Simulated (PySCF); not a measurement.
# TlSe⁺ (triplet) under other conditions

One physical setting of the base script is moved in each run, with the edits that it forces.

The runs use PySCF 2.14.0; method and basis as typed in the scripts.

3 further runs of the same task are left out: 3 that didn't finish.

## 1. Where the work starts

TlSe⁺ (triplet): 2 atoms, charge 1, spin multiplicity 3.

Bond lengths: Tl1–Se2 2.381 Å.

## 2. The run that the others are compared with

input.py reads:

```python
from pyscf import gto, scf, mp

mol = gto.M(
    atom='Tl 0 0 0; Se 0 0 2.381',
    basis='sbkjc',
    ecp={'Tl': 'sbkjc', 'Se': 'sbkjc'},
    charge=1,
    spin=2,
    verbose=4,
)
mf = scf.UHF(mol)
mf.kernel()
mp.MP2(mf, frozen=4).kernel()
mf.dip_moment()
print('orbital energies (hartree):', [e[max(0, n-3):n+3].round(4) for e, n in zip(mf.mo_energy, mol.nelec)])
```

Command:

```sh
> OMP_NUM_THREADS=1 python input.py
```

Its log is not repeated here.

Base result: E(SCF) = -180.615098 Eh, 13 cycles, E(MP2) − E(SCF) = -0.10739 Eh, ⟨S²⟩ = 2.035.

The bond length is a typed value, not an optimised one. The dipole of an ion depends on the origin. The triplet is typed in the script; nothing here shows that it is the ground state.

## 3. Bond 0.1 Å

Variant 1 changes bond length: 2.381 Å → 0.1 Å.

input.py reads:

```python
from pyscf import gto, scf, mp

mol = gto.M(
    atom='Tl 0 0 0; Se 0 0 0.1',
    basis='sbkjc',
    ecp={'Tl': 'sbkjc', 'Se': 'sbkjc'},
    charge=1,
    spin=2,
    verbose=4,
)
mf = scf.UHF(mol)
mf.kernel()
mp.MP2(mf, frozen=4).kernel()
mf.dip_moment()
print('orbital energies (hartree):', [e[max(0, n-3):n+3].round(4) for e, n in zip(mf.mo_energy, mol.nelec)])
```

Command:

```sh
> OMP_NUM_THREADS=1 python input.py
```

## 4. Septet

Variant 2 changes spin (2S): 2 → 6.

input.py, as its differences from that of step 2:

```diff
@@ -7,3 +7,3 @@
     charge=1,
-    spin=2,
+    spin=6,
     verbose=4,
```

## 5. Electric field 0.01 a.u.

Variant 3 changes electric field: none → 0.01 a.u.

input.py, as its differences from that of step 2:

```diff
@@ -11,2 +11,7 @@
 mf = scf.UHF(mol)
+field = 0.01  # electric field along z, atomic units
+h = mf.get_hcore() + field*mol.intor('int1e_r')[2]
+mf.get_hcore = lambda *args: h
+e_nuc = mol.energy_nuc() - field*mol.atom_charges() @ mol.atom_coords()[:, 2]
+mf.energy_nuc = lambda *args: e_nuc
 mf.kernel()
```

## 6. Bond 2.452 Å

Variant 4 changes bond length: 2.381 Å → 2.452 Å.

input.py, as its differences from that of step 2:

```diff
@@ -3,3 +3,3 @@
 mol = gto.M(
-    atom='Tl 0 0 0; Se 0 0 2.381',
+    atom='Tl 0 0 0; Se 0 0 2.452',
     basis='sbkjc',
```

## 7. Electric field 0.005 a.u.

Variant 5 changes electric field: none → 0.005 a.u.

input.py, as its differences from that of step 2:

```diff
@@ -11,2 +11,7 @@
 mf = scf.UHF(mol)
+field = 0.005  # electric field along z, atomic units
+h = mf.get_hcore() + field*mol.intor('int1e_r')[2]
+mf.get_hcore = lambda *args: h
+e_nuc = mol.energy_nuc() - field*mol.atom_charges() @ mol.atom_coords()[:, 2]
+mf.energy_nuc = lambda *args: e_nuc
 mf.kernel()
```

What does the calculation give? Wanted: for each run, E(SCF); from base; gap, α spin; after the SCF.

The runs gave:

```
                      run  E(SCF) (hartree)  from base (eV)  cycles  gap, α spin (eV)                           after the SCF
                     base       -180.615098               0      13             11.11  MP2 correlation -2.922 eV, core frozen
 bond 0.1 Å (poor choice)        413.590189     +16169.1496      11              8.19  MP2 correlation -2.981 eV, core frozen
                   septet       -180.243549        +10.1104      12              8.59  MP2 correlation -2.246 eV, core frozen
 electric field 0.01 a.u.       -180.626448  not comparable      14             10.93  MP2 correlation -2.984 eV, core frozen
             bond 2.452 Å       -180.626609         -0.3132      13             11.18  MP2 correlation -2.882 eV, core frozen
electric field 0.005 a.u.       -180.619857  not comparable      14             11.02  MP2 correlation -2.953 eV, core frozen
```

In words: Of the runs whose energies can be compared, “bond 0.1 Å” moves the SCF energy most (+16169.150 eV). The septet solution found lies 10.11 eV above the base triplet at this geometry and level. With bond 0.1 Å the frontier gap moves by over 1.5 eV, which can mean another electronic state rather than the bond length alone. Rows marked «poor choice» come from settings spoiled on purpose.
